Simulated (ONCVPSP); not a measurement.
# An ONCV potential for Cu, from input to tests

Task: generate the file, and judge it by its errors in other configurations, its logarithmic derivatives, its ghosts and its cutoff.

Method: ONCVPSP 4.0.1.1 (patched build), LDA (Perdew-Wang 92), scalar-relativistic.

## (1) The atom and the settings

The settings as typed:

| Property | Result |
| --- | --- |
| element | copper (Cu, Z = 29) |
| type | optimised norm-conserving Vanderbilt (ONCV) |
| frozen core | [Ne] |
| valence charge | 19 |
| reference configuration | 3s2 3p6 3d10 4s1 |
| partial waves | 3s+4s: rc 1.40 bohr, ncon 4, nbas 7, qcut 9.9 1/bohr, 2 projectors; 3p: rc 0.95 bohr, ncon 4, nbas 7, qcut 14.8 1/bohr, 2 projectors, debl 2.6 Ha; 3d: rc 0.75 bohr, ncon 4, nbas 7, qcut 13.3 1/bohr, 1 projector |
| local potential | polynomial inside 0.70 bohr (lpopt 5, dvloc0 2 Ha) |
| core correction | polynomial model core, fcfact 0.7 |

The outer shells as boxes (Hund's rule for the drawing; the calculation is spin-unpolarised):

```
[Ne] core
3s [↑↓]
3p [↑↓][↑↓][↑↓]
3d [↑↓][↑↓][↑↓][↑↓][↑↓]
4s [↑ ]
```

An earlier all-electron run gives the scale for the radii.

All-electron outer shells of the reference configuration (LDA (PZ), scalar-relativistic, ld1.x):

```csv
shell,level (eV),outermost node (bohr),outermost maximum (bohr)
2p,-916.44,–,0.16
3s,-114.15,0.29,0.61
3p,-72.03,0.26,0.62
3d,-5.32,–,0.60
4s,-4.87,0.89,2.24
4p,-0.79,0.98,3.52
```

## (2) Generation

Input file Cu.dat:

```
# ATOM AND REFERENCE CONFIGURATION
# atsym  z   nc   nv     iexc    psfile
  Cu 29.00    3    4  -001012      upf
#
#   n    l    f
    1    0    2.00
    2    0    2.00
    2    1    6.00
    3    0    2.00
    3    1    6.00
    3    2   10.00
    4    0    1.00
#
# PSEUDOPOTENTIAL AND OPTIMIZATION
# lmax
    2
#
#   l,   rc,      ep,       ncon, nbas, qcut
    0    1.40    0.00    4    7    9.90
    1    0.95    0.00    4    7   14.80
    2    0.75    0.00    4    7   13.30
#
# LOCAL POTENTIAL
# lloc, lpopt,  rc(5),   dvloc0
    4    5    0.70    2.00
#
# VANDERBILT-KLEINMAN-BYLANDER PROJECTORs
# l, nproj, debl
    0    2    3.50
    1    2    2.60
    2    1    0.50
#
# MODEL CORE CHARGE
# icmod, fcfact, rcfact
    1    0.70    0.00
#
# LOG DERIVATIVE ANALYSIS
# epsh1, epsh2, depsh
   -6.00    5.00    0.04
#
# OUTPUT GRID
# rlmax, drl
    6.00    0.01
#
# TEST CONFIGURATIONS
# ncnf
    4
# nvcnf
#   n    l    f
    4
    3    0    2.00
    3    1    6.00
    3    2   10.00
    4    0    0.00
#
    4
    3    0    2.00
    3    1    6.00
    3    2    9.00
    4    0    0.00
#
    4
    3    0    2.00
    3    1    6.00
    3    2    8.00
    4    0    0.00
#
    5
    3    0    2.00
    3    1    6.00
    3    2    9.00
    4    0    1.00
    4    1    1.00
#
```

The run is started by

```sh
oncvpsp.x < Cu.dat > Cu.out
```

Q: Predict the outcome of this session. Wanted: cutoffs for 1 and 0.1 mHa per electron, occupied waves; bound ghosts; GHOST(+) flags; largest test error; largest phase difference near zero energy, channels read; rms error of d²Exc/dn², without and with the model core; projector energies reset by the program.

As calculated:

```
                                                quantity                                                value
  cutoffs for 1 and 0.1 mHa per electron, occupied waves                                    287 Ha and 336 Ha
                                            bound ghosts                                           none found
                                          GHOST(+) flags                                   none at low energy
                            largest test error (AE − PS)  +2.9 meV, for 3s2 3p6 3d9 4s1 4p1 (1 test unsolved)
largest phase difference near zero energy, channels read                                            0.001 rad
 rms error of d²Exc/dn², without and with the model core                                    3.09 and 1.32 mHa
                 projector energies reset by the program                                  p: -2.647, 0.250 Ha
```

In words: The worst unpolarised test, 3s2 3p6 3d9 4s1 4p1, is off by 2.9 meV on 6.9 eV; by total energies transferability rates as very good where solved. Of the tests 1 gave no usable energy difference, which is a warning in itself. The potential is very hard: the looser tolerance needs 287 Ha. At the looser tolerance the 3d wave is the slowest; 3p needs 43 Ha. No bound ghost shows below the valence levels. Near zero energy the phases of the channels with partial waves agree within 0.001 rad. These are tests on the free atom; a crystal test is still owed.
